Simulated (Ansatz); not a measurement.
# CH7BFNSi (SMILES C[SiH2]B(N)F) at CCSDT(Q)/B/MINI (density fitting with def2-universal-jkfit)

What is the energy change on altering one bond length of CH7BFNSi at CCSDT(Q)/B/MINI (density fitting with def2-universal-jkfit)? 

The calculation is run with Ansatz 0.2.0.

3 further runs of the same task are left out: 2 that didn't finish, 1 set aside as unsound or not needed.

## (1) The structure to begin with

CH7BFNSi: 12 atoms, total charge 0, spin state singlet. SMILES: `C[SiH2]B(N)F`. The coordinates come from a PBE0-D4/def2-TZVP relaxation. This is one conformer, not always the lowest.

Bond lengths: C1–Si2 1.878 Å, Si2–B3 2.032 Å, B3–N4 1.392 Å, B3–F5 1.347 Å, C1–H6 1.092 Å, C1–H7 1.092 Å, C1–H8 1.092 Å, Si2–H9 1.495 Å, Si2–H10 1.493 Å, N4–H11 1.008 Å, N4–H12 1.004 Å. Some angles: C1–Si2–B3 112.0°, Si2–B3–N4 123.3°, Si2–B3–F5 119.4°, N4–B3–F5 117.3°, C1–Si2–H9 109.9°, C1–Si2–H10 109.3°, B3–Si2–H9 109.5°, B3–Si2–H10 109.4°, Si2–C1–H6 110.9°, Si2–C1–H7 111.1°.

## (2) Energy and forces at CCSDT(Q)/B/MINI (density fitting with def2-universal-jkfit)

Contents of run.yaml:

```yaml
basis:
  gaussian:
    orbitals: MINI.json
    fitting:
      mean_field: def2-universal-jkfit
crystal:
  periodic: [false, false, false]
  atoms:
    - {symbol: C, position_ang: [-1.831300, 0.418600, -0.759800]}
    - {symbol: Si, position_ang: [-0.523600, -0.728100, -0.051000]}
    - {symbol: B, position_ang: [1.017300, 0.297700, 0.785900]}
    - {symbol: N, position_ang: [2.354000, 0.047600, 0.487900]}
    - {symbol: F, position_ang: [0.755000, 1.274900, 1.675000]}
    - {symbol: H, position_ang: [-1.415300, 1.038800, -1.556800]}
    - {symbol: H, position_ang: [-2.670200, -0.147100, -1.170200]}
    - {symbol: H, position_ang: [-2.214800, 1.082400, 0.018400]}
    - {symbol: H, position_ang: [-0.000300, -1.627400, -1.124400]}
    - {symbol: H, position_ang: [-1.147500, -1.610900, 0.978700]}
    - {symbol: H, position_ang: [3.111700, 0.556100, 0.916500]}
    - {symbol: H, position_ang: [2.641900, -0.657700, -0.166200]}
magnetization:
  spin_polarized: false
  initial_magnetization: 0
correlation:
  method: ccsdt_q_b
output:
  forces: true
```

The basis set MINI is read from a file made from the Basis Set Exchange's data (not shown).

Command:

```console
$ ansatz run run.yaml --threads 1 --pin off --max-ram 2610MiB --events-out events.jsonl --progress --plain --runs-dir runs
```

The program printed, cut to the lines that bear on the results:

```text
Warning: RAYON_NUM_THREADS=1 ignored (pool sized by the plan → 1); use --threads N
Functional definition: HF
  name "HF"
[...]
558 factors; integrals over basis functions are off by at most 1.2e-3 eV
[...]
mean field -13778.53827611 eV, -506.3519422183 hartree, gradient 1.5e-6 eV, S^2 0.000000; 0 other end points of the search recorded, 0 dependent functions left out
9 core orbitals not correlated: weight in the atoms' cores, before any rotation towards them, 1.000 or more for the frozen orbitals, at most 0.000 for the correlated occupied ones
reference -13778.53827611 eV, -506.3519422183 hartree; 15, 15 occupied and 12, 12 virtual orbitals, 558 factors
second order -5.01042059 eV of doubles, -0.00000000 eV of singles
cycle   1  -5.72275349 eV  change   -7.1e-1 eV  update   1.0e-1
[...]
cycle  12  -6.38650937 eV  change   -3.0e-7 eV  update   2.9e-6
perturbative correction -0.00225038 eV, -0.0000827001 hartree
[...]
Total energy: -13784.92703586 eV, -506.5867248087 hartree
Atom 0 at    -1.831300     0.418600    -0.759800 Å, force     1.850173    -1.670178     0.979154 eV/Å
Atom 1 at    -0.523600    -0.728100    -0.051000 Å, force     0.266818     0.892229    -0.140424 eV/Å
Atom 2 at     1.017300     0.297700     0.785900 Å, force    -1.271097    -0.686741    -0.589187 eV/Å
Atom 3 at     2.354000     0.047600     0.487900 Å, force    -1.587373     0.100466     0.155293 eV/Å
Atom 4 at     0.755000     1.274900     1.675000 Å, force    -0.896398     2.752254     2.516320 eV/Å
Atom 5 at    -1.415300     1.038800    -1.556800 Å, force     1.443415     2.309365    -2.931420 eV/Å
Atom 6 at    -2.670200    -0.147100    -1.170200 Å, force    -3.130976    -1.984291    -1.529421 eV/Å
Atom 7 at    -2.214800     1.082400     0.018400 Å, force    -1.461616     2.473233     2.796109 eV/Å
Atom 8 at    -0.000300    -1.627400    -1.124400 Å, force     0.835288    -1.562758    -1.851338 eV/Å
Atom 9 at    -1.147500    -1.610900     0.978700 Å, force    -1.129705    -1.559506     1.791231 eV/Å
Atom 10 at     3.111700     0.556100     0.916500 Å, force     3.674979     2.558728     2.158936 eV/Å
Atom 11 at     2.641900    -0.657700    -0.166200 Å, force     1.406492    -3.622802    -3.355252 eV/Å
Dipole moment:     0.524847     0.060587    -0.130075 e Å
```

Wall time 2.7 min (1 thread of Intel Xeon Platinum 8259CL at 2.50GHz (Skylake/Cascade Lake), shared host); peak memory 0.76 GiB.

## (3) The distorted shape

Contents of run.yaml:

```yaml
basis:
  gaussian:
    orbitals: MINI.json
    fitting:
      mean_field: def2-universal-jkfit
crystal:
  periodic: [false, false, false]
  atoms:
    - {symbol: C, position_ang: [-1.697584, 0.393581, -0.789610]}
    - {symbol: Si, position_ang: [-0.389884, -0.753119, -0.080810]}
    - {symbol: B, position_ang: [1.151016, 0.272681, 0.756090]}
    - {symbol: N, position_ang: [2.354000, 0.047600, 0.487900]}
    - {symbol: F, position_ang: [0.888716, 1.249881, 1.645190]}
    - {symbol: H, position_ang: [-1.281584, 1.013781, -1.586610]}
    - {symbol: H, position_ang: [-2.536484, -0.172119, -1.200010]}
    - {symbol: H, position_ang: [-2.081084, 1.057381, -0.011410]}
    - {symbol: H, position_ang: [0.133416, -1.652419, -1.154210]}
    - {symbol: H, position_ang: [-1.013784, -1.635919, 0.948890]}
    - {symbol: H, position_ang: [3.111700, 0.556100, 0.916500]}
    - {symbol: H, position_ang: [2.641900, -0.657700, -0.166200]}
magnetization:
  spin_polarized: false
  initial_magnetization: 0
correlation:
  method: ccsdt_q_b
output:
  forces: true
```

The basis set MINI is read from a file made from the Basis Set Exchange's data (not shown).

Command:

```console
$ ansatz run run.yaml --threads 1 --pin off --max-ram 2610MiB --events-out events.jsonl --progress --plain --runs-dir runs
```

The program printed, cut to the lines that bear on the results:

```text
Warning: RAYON_NUM_THREADS=1 ignored (pool sized by the plan → 1); use --threads N
[... 2 set-up lines as earlier in the session ...]
[...]
558 factors; integrals over basis functions are off by at most 1.2e-3 eV
[...]
mean field -13777.42291401 eV, -506.3109534172 hartree, gradient 2.2e-6 eV, S^2 0.000000; 0 other end points of the search recorded, 0 dependent functions left out
9 core orbitals not correlated: weight in the atoms' cores, before any rotation towards them, 1.000 or more for the frozen orbitals, at most 0.000 for the correlated occupied ones
reference -13777.42291401 eV, -506.3109534172 hartree; 15, 15 occupied and 12, 12 virtual orbitals, 558 factors
second order -4.94012899 eV of doubles, -0.00000000 eV of singles
cycle   1  -5.65846752 eV  change   -7.2e-1 eV  update   9.7e-2
[...]
cycle  12  -6.27460762 eV  change    9.3e-7 eV  update   1.7e-6
perturbative correction -0.00318893 eV, -0.0001171909 hartree
[...]
Atom 2 at     1.151016     0.272681     0.756090 Å, force   -11.556505     1.117247     1.584215 eV/Å
Atom 3 at     2.354000     0.047600     0.487900 Å, force     9.032921    -2.194006    -2.472977 eV/Å
Atom 4 at     0.888716     1.249881     1.645190 Å, force    -1.342083     3.102939     2.857361 eV/Å
Atom 5 at    -1.281584     1.013781    -1.586610 Å, force     1.442354     2.309158    -2.927303 eV/Å
Atom 6 at    -2.536484    -0.172119    -1.200010 Å, force    -3.134765    -1.973587    -1.531370 eV/Å
Atom 7 at    -2.081084     1.057381    -0.011410 Å, force    -1.452528     2.468667     2.800262 eV/Å
Atom 8 at     0.133416    -1.652419    -1.154210 Å, force     0.839095    -1.555968    -1.844411 eV/Å
Atom 9 at    -1.013784    -1.635919     0.948890 Å, force    -1.134454    -1.565183     1.772178 eV/Å
Atom 10 at     3.111700     0.556100     0.916500 Å, force     3.675685     2.480316     2.081358 eV/Å
Atom 11 at     2.641900    -0.657700    -0.166200 Å, force     1.569157    -3.509587    -3.261576 eV/Å
Dipole moment:     0.592233     0.048340    -0.142432 e Å
```

Run time: 2.6 min. Hardware: 1 thread of Intel Xeon Platinum 8259CL at 2.50GHz (Skylake/Cascade Lake), shared host; peak memory 0.76 GiB.

## (4) Results

Level: CCSDT(Q)/B/MINI (density fitting with def2-universal-jkfit), 9 core orbitals frozen.

| quantity | value |
| --- | --- |
| first shape: total energy | -506.58672 Eh |
| first shape: dipole moment (correlated density) | 2.61 D |
| first shape: correlation energy (9 core orbitals frozen) | -234.8 mEh |
| first shape: T1 diagnostic | 0.012 |
| first shape: largest force on an atom | 5.134 eV/Å |
| distorted shape: total energy | -506.54166 Eh |
| distorted shape: dipole moment (correlated density) | 2.93 D |
| distorted shape: correlation energy (9 core orbitals frozen) | -230.7 mEh |
| distorted shape: T1 diagnostic | 0.010 |
| distorted shape: largest force on an atom | 11.718 eV/Å |
| energy change with the B3–N4 bond shortened from 1.392 to 1.253 Å | 1.226 eV |

**Reading.** With the B3–N4 bond shortened from 1.392 to 1.253 Å the energy rises by 1.23 eV (28 kcal/mol). The first shape isn't relaxed at this level, so the change isn't measured from a minimum. The minimal basis adds a large error of its own. The largest force (first shape) is 5.13 eV/Å: the shape isn't a stationary point for this species at this level.
